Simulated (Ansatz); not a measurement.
**AlBH₄O₂S: up Jacob's ladder to CCSD(T)**

Aim: compute AlBH₄O₂S with functionals from several rungs and with coupled cluster. The yardstick is the atomisation energy at the CCSD(T) limit.

Computed with Ansatz 0.2.0, Gaussian basis. Level: functionals in def2-TZVPP, the program's frozen cores in correlated methods.

The runs, in order: LDA (SPW92), PBE-D4, revPBE-D4, BLYP-D4, r2SCAN-D4, B97M-V, PBE0-D4, B3LYP-D4, r2SCANh-D4, r2SCAN0-D4, HSE06-D4, BHLYP-D4, CAM-B3LYP-D4, LC-ωPBE, ωB97X-V, ωB97M-V, B2PLYP, PBE-QIDH; CCSD(T)/def2-SVP; CCSD(T)/def2-TZVPP; MP2/def2-QZVPP; extrapolation to the limit; RPA on PBE.

## Step 1: The relaxed structure

An earlier PBE0-D4 in a triple-zeta def2 set relaxation fixed the geometry.

9 atoms, charge 0, spin multiplicity 1.

Atoms are counted from 1 here; the program's logs count them from 0.

Bond lengths: O1–B2 1.423 Å, O1–Al5 1.962 Å, O1–H6 0.961 Å, B2–O3 1.350 Å, B2–S4 1.781 Å, O3–H7 0.960 Å, S4–Al5 2.291 Å, Al5–H8 1.584 Å, Al5–H9 1.584 Å. Angles: B2–O1–Al5 96.1°, B2–O1–H6 120.5°, Al5–O1–H6 143.2°, O1–B2–O3 115.9°, O1–B2–S4 111.0°, O3–B2–S4 133.0°, B2–O3–H7 113.3°, B2–S4–Al5 76.2°, O1–Al5–S4 76.6°, O1–Al5–H8 107.0°, O1–Al5–H9 107.3°, S4–Al5–H8 116.4°, S4–Al5–H9 116.5°, H8–Al5–H9 121.7°.

## Step 2: LDA

This LDA is Slater exchange with PW92 correlation.

File in.yaml:

```yaml
crystal:
  periodic: [false, false, false]
  atoms:
    - {symbol: O, position_ang: [-0.133290, 0.038646, 0.863698]}
    - {symbol: B, position_ang: [0.106925, 0.900498, -0.243394]}
    - {symbol: O, position_ang: [0.194030, 2.217507, 0.041654]}
    - {symbol: S, position_ang: [0.236376, -0.026150, -1.758756]}
    - {symbol: Al, position_ang: [-0.103956, -1.633500, -0.162799]}
    - {symbol: H, position_ang: [-0.190758, 0.394296, 1.754899]}
    - {symbol: H, position_ang: [0.360707, 2.763069, -0.730333]}
    - {symbol: H, position_ang: [1.175631, -2.441463, 0.306011]}
    - {symbol: H, position_ang: [-1.557164, -2.259103, -0.088080]}
basis:
  gaussian: {orbitals: def2-TZVPP}
hamiltonian: {xc: lda}
output: {orbitals: {seedname: orbitals}}
```

Run with:

```bash
$ ansatz run in.yaml --threads 4 --pin off --events-out ev --progress --plain --max-ram 10444MiB
```

After this run come: PBE-D4 (GGA); revPBE-D4 (GGA); BLYP-D4 (GGA); r2SCAN-D4 (meta-GGA); B97M-V (meta-GGA); B3LYP-D4 (hybrid); r2SCANh-D4 (hybrid); r2SCAN0-D4 (hybrid); HSE06-D4 (hybrid); BHLYP-D4 (hybrid); CAM-B3LYP-D4 (range-separated); LC-ωPBE (range-separated); ωB97X-V (range-separated); ωB97M-V (range-separated); B2PLYP (double hybrid); PBE-QIDH (double hybrid); CCSD(T) in def2-SVP; CCSD(T) in def2-TZVPP; MP2 in def2-QZVPP; RPA on PBE orbitals.

**Question.** What will the summary of the whole plan be? Wanted: atomisation energy, CCSD(T)/CBS; farthest beyond LDA; mean size of error, GGA; mean size of error, meta-GGA; mean size of error, hybrid; mean size of error, range-separated; mean size of error, double hybrid; gap, smallest and largest; T1 diagnostic.

As calculated:

```
                               quantity                                       value
        atomisation energy, CCSD(T)/CBS                              810.3 kcal/mol
functionals within 4.1 kcal/mol (0.5 %)  r2SCANh-D4, CAM-B3LYP-D4, ωB97X-V, ωB97M-V
                    farthest beyond LDA                   BHLYP-D4 (-30.5 kcal/mol)
                mean size of error, GGA                               10.2 kcal/mol
           mean size of error, meta-GGA                                7.8 kcal/mol
             mean size of error, hybrid                                9.9 kcal/mol
    mean size of error, range-separated                                2.6 kcal/mol
      mean size of error, double hybrid                                9.8 kcal/mol
              gap, smallest and largest       4.89 eV (BLYP-D4), 11.70 eV (LC-ωPBE)
                          T1 diagnostic                                      0.0122
triples share of the correlation energy                                       3.8 %
```

What this shows: The LDA atomisation energy is off by 118.4 kcal/mol (15 %): it overbinds. PBE-D4 misses by +9.7 kcal/mol. Double hybrids carry the basis error of their MP2 part in triple zeta, and no dispersion term here, so their miss is partly the set-up's. By mean error the best rung here is range-separated (2.6 kcal/mol) and the worst beyond LDA is GGA (10.2 kcal/mol). hybrid functionals lie within the reference's doubt of that worst mean (9.9 kcal/mol), so those two tie. The reference freezes the cores and leaves out relativity and excitations past (T), so misses under about 4.1 kcal/mol can't be ranked. Hartree-Fock recovers 73 % of the binding; the rest is correlation. CCSD(T) in def2-SVP is off by -45.8 kcal/mol, more than most functionals: a good method in a small basis is no reference. The gap grows from 4.9 to 11.7 eV across the functionals, mostly with the share of exact exchange.
